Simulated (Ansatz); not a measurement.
A first try at a convergence test of the k-point mesh of ZrTiSe4, space group P2/m, using the Python package of Ansatz (0.2.0).

`kconv_zrtise4.py`
```python
from dataclasses import dataclass
import logging
import sys
import warnings

import ansatz as az

logging.basicConfig(stream=sys.stdout, format="[%(levelname)s] %(message)s")
log = logging.getLogger("ansatz_job")
log.setLevel(logging.INFO)


@dataclass(frozen=True)
class RunConfig:
    vdw: str = "d3bj"
    smearing: str = "Fixed"
    tolerance: float = 1e-06


settings = RunConfig()


def main() -> None:
    warnings.simplefilter("ignore", az.DeckWarning)

    structure = (
        az.Lattice.from_parameters(6.1, 3.669, 6.2, alpha=90.0, beta=90.0, gamma=90.0)
        .atom("Zr", [0.0, 0.5, 0.5])
        .atom("Ti", [0.0, 0.0, 0.0])
        .atom("Se", [0.25, 0.0, 0.33])
        .atom("Se", [0.75, 0.0, 0.67])
        .atom("Se", [0.25, 0.5, 0.83])
        .atom("Se", [0.75, 0.5, 0.17])
    )

    base = (
        structure.calculation()
        .functional(az.Functional.PBESOL, dispersion=settings.vdw)
        .basis(16 * az.Ha, density_ratio=8)
        .accuracy("low")
        .occupations(settings.smearing)
        .initial_density(normalization="cell")
        .scf(tolerance=settings.tolerance)
        .stress()
    )

    rows = []
    for value in [(2, 2, 2), (2, 3, 2), (3, 4, 3), (3, 5, 3), (4, 6, 4), (5, 8, 5)]:
        rep = base.kpoints(*value).run(threads=1, pin="off").report
        rows.append((value, rep["free_energy_ev"] / len(rep["lattice"]["sites"]), rep["n_iterations"], sum(rep["stress_gpa"][i][i] for i in range(3)) / 3, rep["n_kpoints"]))

    log.info("        mesh   F/atom (eV)    iterations       P (GPa)      k-points")
    for row in rows:
        log.info(f"{str(row[0]):>12s}  {row[1]:12.5f}  {row[2]:12d}  {row[3]:12.3f}  {row[4]:12d}")

    for row in rows[:-1]:
        shift = 1000 * (row[1] - rows[-1][1])
        log.info(f"{row[0]}: {shift:+.2f} meV/atom" + ("  (within 2 meV)" if abs(shift) < 2 else ""))


if __name__ == "__main__":
    main()
```

Running `python kconv_zrtise4.py` prints:
```text
RunWarning: iter 1: σ=0 fill of 44 bands saw a band overlap (occupied 8.5270 eV > unoccupied 8.2723 eV) — on an unconverged iterate often a transient of an unconverged empty band; one that stands at the close is told there (band_overlap_at_count); if the run [...]
RunWarning: the bands overlap at the fill by count (44 filled at each k-point of a channel): the highest filled level, 9.602045 eV at k-index 0, stands 0.2631 eV over the lowest empty one, 9.338985 eV at k-index 7, so that a fill of the lowest levels lies [...]
[INFO]         mesh   F/atom (eV)    iterations       P (GPa)      k-points
[INFO]    (2, 2, 2)   -4717.92794            13         0.963             8
[INFO]    (2, 3, 2)   -4718.08059            12        -0.432             8
[INFO]    (3, 4, 3)   -4718.11379            12        -0.590            15
[INFO]    (3, 5, 3)   -4718.12102            12        -0.612            15
[INFO]    (4, 6, 4)   -4718.12573            13        -0.635            40
[INFO]    (5, 8, 5)   -4718.12805            13        -0.643            65
[INFO] (2, 2, 2): +200.12 meV/atom
[INFO] (2, 3, 2): +47.46 meV/atom
[INFO] (3, 4, 3): +14.27 meV/atom
[INFO] (3, 5, 3): +7.03 meV/atom
[INFO] (4, 6, 4): +2.33 meV/atom
```
(Warnings from the package without file and line, shortened, repeats left out.)

The script ran to its end, but the result can't be trusted. Why?

The fault: fixed occupations, though the bands overlap at this level of theory. Mended:

```diff
--- before
+++ after
@@ -15,3 +15,4 @@
     vdw: str = "d3bj"
-    smearing: str = "Fixed"
+    smearing: str = "fermi_dirac"
+    width_ev: float = 0.1
     tolerance: float = 1e-06
@@ -40,3 +41,3 @@
         .accuracy("low")
-        .occupations(settings.smearing)
+        .occupations(settings.smearing, width=settings.width_ev)
         .initial_density(normalization="cell")
```

After the fix:

```console
$ python kconv_zrtise4.py
[INFO]         mesh   F/atom (eV)    iterations       P (GPa)      k-points
[INFO]    (2, 2, 2)   -4717.96099             9         0.490             8
[INFO]    (2, 3, 2)   -4718.09331             9        -0.346             8
[INFO]    (3, 4, 3)   -4718.12182             8        -0.624            15
[INFO]    (3, 5, 3)   -4718.12893             9        -0.709            15
[INFO]    (4, 6, 4)   -4718.13222             9        -0.742            40
[INFO]    (5, 8, 5)   -4718.13291             8        -0.731            65
[INFO] (2, 2, 2): +171.91 meV/atom
[INFO] (2, 3, 2): +39.60 meV/atom
[INFO] (3, 4, 3): +11.09 meV/atom
[INFO] (3, 5, 3): +3.98 meV/atom
[INFO] (4, 6, 4): +0.69 meV/atom  (within 2 meV)
```

Reading the output:
- No spin polarisation was allowed.
- Dispersion corrections can be off by several per cent in the lattices of metals, and by several GPa in the pressure at a fixed cell.
- The program warned that this SCF threshold is loose for forces or stresses.
- Pressure is positive in compression.
- The structure is a deposited one; some such entries were measured under pressure or heat, so a shift against it needn't be the functional's error alone.
- Shifts are counted from the finest mesh, which is itself no proven limit.
- The script silences the warnings on its input, which a real study should read.
- Wall time of the script: 76 s on 1 thread of Intel(R) Xeon(R) Platinum 8259CL CPU @ 2.50GHz (Skylake/Cascade Lake), on a shared host, peak memory 0.78 GiB.
